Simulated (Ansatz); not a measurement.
**BGeH₇InNOS: one species, many methods**

How much do the methods differ for BGeH₇InNOS? The plan is to run it at one geometry with functionals of several rungs and with coupled cluster, and see how far each lands from CCSD(T) at the basis-set limit for the atomisation energy.

The runs use Ansatz 0.2.0, Gaussian basis; functionals in def2-TZVPP, the program's frozen cores in correlated methods.

The runs, in order: LDA (SPW92), PBE-D4, revPBE-D4, BLYP-D4, r2SCAN-D4, B97M-V, PBE0-D4, B3LYP-D4, r2SCANh-D4, r2SCAN0-D4, HSE06-D4, BHLYP-D4, CAM-B3LYP-D4, LC-ωPBE, ωB97X-V, ωB97M-V, B2PLYP, PBE-QIDH; CCSD(T)/def2-SVP; CCSD(T)/def2-TZVPP; MP2/def2-QZVPP; extrapolation to the limit; RPA on PBE.

### Step 1. Structure used throughout

The geometry comes from an earlier relaxation with PBE0-D4 in a triple-zeta def2 set; it is a stationary point, not always the lowest conformer. In takes the def2 core potential; no spin-orbit term is included.

SMILES `OB[N]([InH2])[GeH2][SH]`, 13 atoms, charge 0, spin multiplicity 1.

Atoms are counted from 1 here; the program's logs count them from 0.

Bond lengths: O1–B2 1.371 Å, O1–H7 0.961 Å, B2–N3 1.409 Å, B2–H8 1.207 Å, N3–In4 2.140 Å, N3–Ge5 1.808 Å, In4–H9 1.715 Å, In4–H10 1.714 Å, Ge5–S6 2.304 Å, Ge5–H11 1.535 Å, Ge5–H12 1.537 Å, S6–H13 1.345 Å. Angles: B2–O1–H7 114.1°, O1–B2–N3 124.5°, O1–B2–H8 114.4°, N3–B2–H8 121.1°, B2–N3–In4 132.5°, B2–N3–Ge5 120.5°, In4–N3–Ge5 105.0°, N3–In4–H9 112.5°, N3–In4–H10 113.1°, H9–In4–H10 131.0°, N3–Ge5–S6 97.8°, N3–Ge5–H11 116.7°, N3–Ge5–H12 116.1°, S6–Ge5–H11 109.2°, S6–Ge5–H12 101.6°, H11–Ge5–H12 112.8°, Ge5–S6–H13 93.8°.

### Step 2. LDA

This LDA is Slater exchange with PW92 correlation.

in.yaml

```yaml
crystal:
  periodic: [false, false, false]
  atoms:
    - {symbol: O, position_ang: [0.853499, -1.526436, 2.225617]}
    - {symbol: B, position_ang: [0.379481, -1.534965, 0.939158]}
    - {symbol: N, position_ang: [0.348830, -0.408434, 0.092915]}
    - {symbol: In, position_ang: [0.619335, 1.682518, 0.458478]}
    - {symbol: Ge, position_ang: [-0.440425, -0.501589, -1.530614]}
    - {symbol: S, position_ang: [-1.288939, 1.639945, -1.588459]}
    - {symbol: H, position_ang: [1.161552, -0.666556, 2.523715]}
    - {symbol: H, position_ang: [-0.027930, -2.607428, 0.564747]}
    - {symbol: H, position_ang: [-0.151675, 2.201876, 1.899890]}
    - {symbol: H, position_ang: [1.924318, 2.357663, -0.425097]}
    - {symbol: H, position_ang: [-1.591239, -1.505514, -1.680890]}
    - {symbol: H, position_ang: [0.503868, -0.493142, -2.743726]}
    - {symbol: H, position_ang: [-2.290654, 1.362051, -0.735723]}
basis:
  gaussian: {orbitals: def2-TZVPP}
hamiltonian: {xc: lda}
output: {orbitals: {seedname: orbitals}}
```

The run is started by

```
ansatz run in.yaml --threads 2 --pin off --events-out ev --progress --plain --max-ram 32768MiB --backend cuda --devices 0, --max-vram 18GiB
```

After this run come: PBE-D4 (GGA); revPBE-D4 (GGA); BLYP-D4 (GGA); r2SCAN-D4 (meta-GGA); B97M-V (meta-GGA); B3LYP-D4 (hybrid); r2SCANh-D4 (hybrid); r2SCAN0-D4 (hybrid); HSE06-D4 (hybrid); BHLYP-D4 (hybrid); CAM-B3LYP-D4 (range-separated); LC-ωPBE (range-separated); ωB97X-V (range-separated); ωB97M-V (range-separated); B2PLYP (double hybrid); PBE-QIDH (double hybrid); CCSD(T) in def2-SVP; CCSD(T) in def2-TZVPP; MP2 in def2-QZVPP; RPA on PBE orbitals.

**Question.** What will the summary of the whole plan be? Wanted: atomisation energy, CCSD(T)/CBS; farthest beyond LDA; mean size of error, GGA; mean size of error, meta-GGA; mean size of error, hybrid; mean size of error, range-separated; mean size of error, double hybrid; gap, smallest and largest; T1 diagnostic.

**Answer**, as computed:

```
                               quantity                                                                  value
        atomisation energy, CCSD(T)/CBS                                                          4139.8 kJ/mol
 functionals within 41.4 kJ/mol (1.0 %)  PBE-D4, r2SCAN-D4, B97M-V, r2SCANh-D4, CAM-B3LYP-D4, ωB97X-V, ωB97M-V
                    farthest beyond LDA                                               BHLYP-D4 (-150.9 kJ/mol)
                mean size of error, GGA                                                            58.3 kJ/mol
           mean size of error, meta-GGA                                                            15.5 kJ/mol
             mean size of error, hybrid                                                            68.0 kJ/mol
    mean size of error, range-separated                                                            20.5 kJ/mol
      mean size of error, double hybrid                                                            75.2 kJ/mol
              gap, smallest and largest                              4.15 eV (LDA (SPW92)), 10.80 eV (LC-ωPBE)
                          T1 diagnostic                                                                 0.0139
triples share of the correlation energy                                                                  3.8 %
```

In words: LDA overbinds by 610.1 kJ/mol (15 %). PBE-D4 is off by +21.7 kJ/mol. Double hybrids carry the basis error of their MP2 part in triple zeta, and no dispersion term here, so their miss is partly the set-up's. The rungs meta-GGA, range-separated miss on average by less than the doubt on the reference (41.4 kJ/mol), so they tie. Misses under about 41.4 kJ/mol are within the doubt on the reference itself, which lacks core-valence correlation, spin-orbit coupling and higher excitations, and its outer-core shells are covered unevenly. All levels share the lack of spin-orbit coupling, which lowers the free heavy atoms and so the true binding. Hartree-Fock recovers 69 % of the binding; the rest is correlation. CCSD(T) in def2-SVP is off by -292.4 kJ/mol, which most functionals beat. The gap grows from 4.1 to 10.8 eV across the functionals, mostly with the share of exact exchange. Correlated methods include outer-core shells of Ge, In, which these sets cover unevenly.
